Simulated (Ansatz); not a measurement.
# FH4O2Si2: the cost of one run

Method: functionals in def2-TZVPP, the program's frozen cores in correlated methods; program: Ansatz 0.2.0, Gaussian basis.

Plan: PBE-D4, r2SCAN-D4, PBE0-D4, B3LYP-D4, ωB97X-V, ωB97M-V, B2PLYP; CCSD(T)/def2-TZVPP; MP2/def2-QZVPP; extrapolation to the limit.

### Step 1. The relaxed structure

The geometry comes from an earlier relaxation with PBE0-D4 in a triple-zeta def2 set; it is a stationary point, not always the lowest conformer.

SMILES `O[SiH](F)O[SiH2]`, 9 atoms, charge 0, spin multiplicity 2.

Atoms are counted from 1 here; the program's logs count them from 0.

Bond lengths: O1–Si2 1.619 Å, O1–H6 0.958 Å, Si2–F3 1.593 Å, Si2–O4 1.620 Å, Si2–H7 1.466 Å, O4–Si5 1.644 Å, Si5–H8 1.492 Å, Si5–H9 1.489 Å. Angles: Si2–O1–H6 120.0°, O1–Si2–F3 110.5°, O1–Si2–O4 111.4°, O1–Si2–H7 107.4°, F3–Si2–O4 107.1°, F3–Si2–H7 108.6°, O4–Si2–H7 111.8°, Si2–O4–Si5 147.8°, O4–Si5–H8 110.0°, O4–Si5–H9 107.5°, H8–Si5–H9 110.7°.

### Step 2. PBE-D4 (GGA)

in.yaml reads:

```yaml
crystal:
  periodic: [false, false, false]
  atoms:
    - {symbol: O, position_ang: [-1.898221, 1.313138, 0.197415]}
    - {symbol: Si, position_ang: [-0.304401, 1.027792, 0.215272]}
    - {symbol: F, position_ang: [0.402788, 1.728891, -1.027761]}
    - {symbol: O, position_ang: [0.013276, -0.557037, 0.111990]}
    - {symbol: Si, position_ang: [0.987477, -1.745684, -0.470593]}
    - {symbol: H, position_ang: [-2.447223, 0.922580, -0.483795]}
    - {symbol: H, position_ang: [0.231507, 1.610823, 1.449489]}
    - {symbol: H, position_ang: [2.418660, -1.359257, -0.302792]}
    - {symbol: H, position_ang: [0.684737, -2.987446, 0.293675]}
basis:
  gaussian: {orbitals: def2-TZVPP}
magnetization: {spin_polarized: true, initial_magnetization: 1}
hamiltonian: {xc: pbe, dispersion: d4}
output: {forces: true, orbitals: {seedname: orbitals}}
```

Launch:

```
$ ansatz run in.yaml --threads 2 --pin off --events-out ev --progress --plain --max-ram 32768MiB --backend cpu
```

**Question.** How long does this run take on 2 threads of AMD EPYC 7R13, shared host, and how much memory does it need?

About 5 s, with a peak of 0.35 GiB.
